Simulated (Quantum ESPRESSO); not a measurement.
# CoO (Fm-3m) in Quantum ESPRESSO: equation of state, part 2 of 2

Quantum ESPRESSO 7.5. The steps go on from the part before.

**6. Single point, PBEsol, collinear spin, ferromagnetic start, 9.88 Å³/atom**

Contents of pw.in:

```
&CONTROL
  calculation = 'scf'
  prefix = 'pwscf'
  outdir = './tmp'
  pseudo_dir = './pseudo'
  tprnfor = .true.
  tstress = .true.
  disk_io = 'nowf'
/
&SYSTEM
  ibrav = 0
  nat = 2
  ntyp = 2
  ecutwfc = 56
  ecutrho = 448
  nbnd = 21
  occupations = 'smearing'
  smearing = 'fd'
  degauss = 0.00367493
  nspin = 2
  starting_magnetization(1) = 0.1176
  starting_magnetization(2) = 0
/
&ELECTRONS
  conv_thr = 4d-10
  electron_maxstep = 120
  mixing_beta = 0.3
/
ATOMIC_SPECIES
Co    58.9332 co_pbesol_v1.2.uspp.F.UPF
O     15.9990 o_pbesol_v1.2.uspp.F.UPF
CELL_PARAMETERS angstrom
   0.0000000000    2.1456163054    2.1456163054
   2.1456163054    0.0000000000    2.1456163054
   2.1456163054    2.1456163054    0.0000000000
ATOMIC_POSITIONS crystal
Co     0.0000000000    0.0000000000    0.0000000000
O      0.5000000000    0.5000000000    0.5000000000
K_POINTS automatic
11 11 11 0 0 0
```

Potentials or basis: GBRV 1.5 PBEsol.

Started as:

```console
$ OMP_NUM_THREADS=1 mpirun -n 2 pw.x -nk 2 -in pw.in > pw.out
```

pw.out:

```text
This program is part of the open-source Quantum ESPRESSO suite
     for quantum simulation of materials; please cite
[... 13 lines left out ...]
     --------------------
     sticks:   dense  smooth     PW     G-vecs:    dense   smooth      PW
     Sum        1027     511    163                21331     7631    1363

     Using Slab Decomposition

     bravais-lattice index     =            0
     lattice parameter (alat)  =       5.7341  a.u.
     unit-cell volume          =     133.3162 (a.u.)^3
     number of atoms/cell      =            2
     number of atomic types    =            2
     number of electrons       =        23.00
     number of Kohn-Sham states=           21
     kinetic-energy cutoff     =      56.0000  Ry
     charge density cutoff     =     448.0000  Ry
     scf convergence threshold =      4.0E-10
     mixing beta               =       0.3000
     number of iterations used =            8  plain     mixing
     Exchange-correlation= SLA  PW   PSX  PSC
                           (   1   4  10   8   0   0   0)

     celldm(1)=   5.734109  celldm(2)=   0.000000  celldm(3)=   0.000000
     celldm(4)=   0.000000  celldm(5)=   0.000000  celldm(6)=   0.000000

     crystal axes: (cart. coord. in units of alat)
               a(1) = (   0.000000   0.707107   0.707107 )
               a(2) = (   0.707107   0.000000   0.707107 )
               a(3) = (   0.707107   0.707107   0.000000 )

     reciprocal axes: (cart. coord. in units 2 pi/alat)
               b(1) = ( -0.707107  0.707107  0.707107 )
               b(2) = (  0.707107 -0.707107  0.707107 )
               b(3) = (  0.707107  0.707107 -0.707107 )

     PseudoPot. # 1 for Co read from file:
     co_pbesol_v1.2.uspp.F.UPF
     Pseudo is Ultrasoft + core correction, Zval = 17.0
     Generated by new atomic code, or converted to UPF format
     Using radial grid of  863 points,  6 beta functions with:
                l(1) =   0
                l(2) =   0
                l(3) =   1
                l(4) =   1
                l(5) =   2
                l(6) =   2
     Q(r) pseudized with  8 coefficients,  rinner =    1.200   1.200   1.200
                                                       1.200   1.200

     PseudoPot. # 2 for O  read from file:
     o_pbesol_v1.2.uspp.F.UPF
     Pseudo is Ultrasoft + core correction, Zval =  6.0
     Generated by new atomic code, or converted to UPF format
     Using radial grid of  737 points,  5 beta functions with:
                l(1) =   0
                l(2) =   0
                l(3) =   1
                l(4) =   1
                l(5) =   2
     Q(r) pseudized with  8 coefficients,  rinner =    0.900   0.900   0.900
                                                       0.900   0.900

     atomic species   valence    mass     pseudopotential
     Co               17.00    58.93320     Co( 1.00)
     O                 6.00    15.99900     O ( 1.00)

     Starting magnetic structure
     atomic species   magnetization
     Co              0.118
     O               0.000

     48 Sym. Ops., with inversion, found

   Cartesian axes

     site n.     atom                  positions (alat units)
         1        Co     tau(   1) = (   0.0000000   0.0000000   0.0000000  )
         2        O      tau(   2) = (   0.7071068   0.7071068   0.7071068  )

     number of k points=    56  Fermi-Dirac smearing, width (Ry)=  0.0037
                       cart. coord. in units 2pi/alat
        k(    1) = (   0.0000000   0.0000000   0.0000000), wk =   0.0007513
        k(    2) = (   0.0642824   0.0642824  -0.0642824), wk =   0.0060105
        k(    3) = (   0.1285649   0.1285649  -0.1285649), wk =   0.0060105
        k(    4) = (   0.1928473   0.1928473  -0.1928473), wk =   0.0060105
        k(    5) = (   0.2571297   0.2571297  -0.2571297), wk =   0.0060105
        k(    6) = (   0.3214122   0.3214122  -0.3214122), wk =   0.0060105
[... 48 lines left out ...]
        k(   55) = (  -0.0642824  -0.4499770   0.7071068), wk =   0.0180316
        k(   56) = (   0.0000000  -0.3856946   0.6428243), wk =   0.0180316

     Dense  grid:    21331 G-vectors     FFT dimensions: (  40,  40,  40)

     Smooth grid:     7631 G-vectors     FFT dimensions: (  27,  27,  27)

     Check: negative core charge=   -0.000025
     Generating pointlists ...
     new r_m :   0.2917 (alat units)  1.6725 (a.u.) for type    1
     new r_m :   0.2917 (alat units)  1.6725 (a.u.) for type    2

     Initial potential from superposition of free atoms

     starting charge      22.0000, renormalised to      23.0000
     Starting wfcs are   17 randomized atomic wfcs +    4 random wfcs

     Self-consistent Calculation

     iteration #  1     ecut=    56.00 Ry     beta= 0.30
     Davidson diagonalization with overlap
     ethr =  1.00E-02,  avg # of iterations =  5.4

     total energy              =    -327.90714839 Ry
     estimated scf accuracy    <       7.69326104 Ry

     total magnetization       =     2.52 Bohr mag/cell
     absolute magnetization    =     2.55 Bohr mag/cell
[... 138 lines left out ...]
     total magnetization       =     3.00 Bohr mag/cell
     absolute magnetization    =     3.02 Bohr mag/cell

     iteration # 16     ecut=    56.00 Ry     beta= 0.30
     Davidson diagonalization with overlap
     ethr =  1.78E-11,  avg # of iterations =  1.5

     Magnetic moment per site  (integrated on atomic sphere of radius R)
     atom   1 (R=0.292)  charge= 14.6269  magn=  2.5498
     atom   2 (R=0.292)  charge=  5.7560  magn=  0.3520

     End of self-consistent calculation

     Number of k-points >= 100: set verbosity='high' to print the bands.

     the Fermi energy is    13.3600 ev

!    total energy              =    -330.42771082 Ry
     estimated scf accuracy    <          8.2E-11 Ry
     smearing contrib. (-TS)   =      -0.00222081 Ry
     internal energy E=F+TS    =    -330.42549001 Ry

     The total energy is F=E-TS. E is the sum of the following terms:
     one-electron contribution =    -185.12117345 Ry
     hartree contribution      =     105.38099931 Ry
     xc contribution           =     -39.52093451 Ry
     ewald contribution        =    -211.16438135 Ry

     total magnetization       =     3.00 Bohr mag/cell
     absolute magnetization    =     3.02 Bohr mag/cell

     convergence has been achieved in  16 iterations

     Forces acting on atoms (cartesian axes, Ry/au):

     atom    1 type  1   force =    -0.00000000    0.00000000   -0.00000000
     atom    2 type  2   force =     0.00000000   -0.00000000    0.00000000

     Total force =     0.000000     Total SCF correction =     0.000000

     Computing stress (Cartesian axis) and pressure

          total   stress  (Ry/bohr**3)                   (kbar)     P=     -137.75
  -0.00093638   0.00000000  -0.00000000         -137.75        0.00       -0.00
   0.00000000  -0.00093638   0.00000000            0.00     -137.75        0.00
  -0.00000000   0.00000000  -0.00093638           -0.00        0.00     -137.75

=------------------------------------------------------------------------------=
   JOB DONE.
=------------------------------------------------------------------------------=
```

It took 27 s on 2 MPI ranks of Arm Neoverse V2, shared host; peak memory 0.2 GiB.

Results:

| Item | Value |
| --- | --- |
| Free energy | -4495.6980 eV |
| Pressure | -13.8 GPa |
| Band gap on the k mesh | none (metal or under the smearing width) |
| Net moment | 3.00 μB per cell |
| Absolute moment | 3.02 μB per cell |
| Site moments | Co +2.55; O +0.35 μB |
| Valence electrons inside the program's atomic spheres | Co 14.63; O 5.76 |

Caveat: a cell with one magnetic atom can't hold antiferromagnetic order, which such compounds often take; semilocal functionals often make such compounds metallic where correlation or magnetic order opens a gap, which also shifts bond lengths.

**7. Single point, PBEsol, collinear spin, ferromagnetic start, 10.07 Å³/atom**

pw.in: that of step 6 with these lines changed.

```diff
@@ -32,5 +32,5 @@
 CELL_PARAMETERS angstrom
-   0.0000000000    2.1456163054    2.1456163054
-   2.1456163054    0.0000000000    2.1456163054
-   2.1456163054    2.1456163054    0.0000000000
+   0.0000000000    2.1595492692    2.1595492692
+   2.1595492692    0.0000000000    2.1595492692
+   2.1595492692    2.1595492692    0.0000000000
 ATOMIC_POSITIONS crystal
```

Started as:

```console
$ OMP_NUM_THREADS=1 mpirun -n 2 pw.x -nk 2 -in pw.in > pw.out
```

Wall time 24 s (2 MPI ranks of Arm Neoverse V2, shared host); peak memory 0.2 GiB.

It converged, with:

```
Free energy                                           : -4495.6617 eV
Pressure                                              : -16.6 GPa
Band gap on the k mesh                                : none (metal or under the smearing width)
Net moment                                            : 3.00 μB per cell
Absolute moment                                       : 3.03 μB per cell
Site moments                                          : Co +2.56; O +0.35 μB
Valence electrons inside the program's atomic spheres : Co 14.65; O 5.77
```

Caveat: a cell with one magnetic atom can't hold antiferromagnetic order, which such compounds often take; semilocal functionals often make such compounds metallic where correlation or magnetic order opens a gap, which also shifts bond lengths.

**8. Single point, PBEsol, collinear spin, ferromagnetic start, 10.27 Å³/atom**

pw.in: that of step 7 with these lines changed.

```diff
@@ -32,5 +32,5 @@
 CELL_PARAMETERS angstrom
-   0.0000000000    2.1595492692    2.1595492692
-   2.1595492692    0.0000000000    2.1595492692
-   2.1595492692    2.1595492692    0.0000000000
+   0.0000000000    2.1733047310    2.1733047310
+   2.1733047310    0.0000000000    2.1733047310
+   2.1733047310    2.1733047310    0.0000000000
 ATOMIC_POSITIONS crystal
```

Started as:

```console
$ OMP_NUM_THREADS=1 mpirun -n 2 pw.x -nk 2 -in pw.in > pw.out
```

It took 30 s on 2 MPI ranks of Arm Neoverse V2, shared host; peak memory 0.22 GiB.

It converged, with:

```yaml
Free_energy: -4495.6191 eV
Pressure: -19.1 GPa
Band_gap_on_the_k_mesh: none (metal or under the smearing width)
Net_moment: 3.00 μB per cell
Absolute_moment: 3.03 μB per cell
Site_moments: Co +2.56; O +0.35 μB
Valence_electrons_inside_the_program's_atomic_spheres: Co 14.67; O 5.78
```

Caveat: a cell with one magnetic atom can't hold antiferromagnetic order, which such compounds often take; semilocal functionals often make such compounds metallic where correlation or magnetic order opens a gap, which also shifts bond lengths.

**9. Equation of state, PBEsol, collinear spin, ferromagnetic start**

Potentials or basis: GBRV 1.5 PBEsol.

No new run: the results of the series are fitted here.

What came out:

| Property | Result |
| --- | --- |
| Equilibrium volume | 9.14 Å³/atom |
| Bulk modulus | 199 GPa |
| Pressure derivative of the bulk modulus | 3.4 (rough: it moves with the points fitted) |

Energy against volume, from the lowest point:
| volume (Å³/atom) | energy (meV/atom) |
| --- | --- |
| 9.103 | 0.00 |
| 9.297 | 1.58 |
| 9.490 | 7.77 |
| 9.684 | 18.33 |
| 9.878 | 32.87 |
| 10.071 | 51.02 |
| 10.265 | 72.34 |
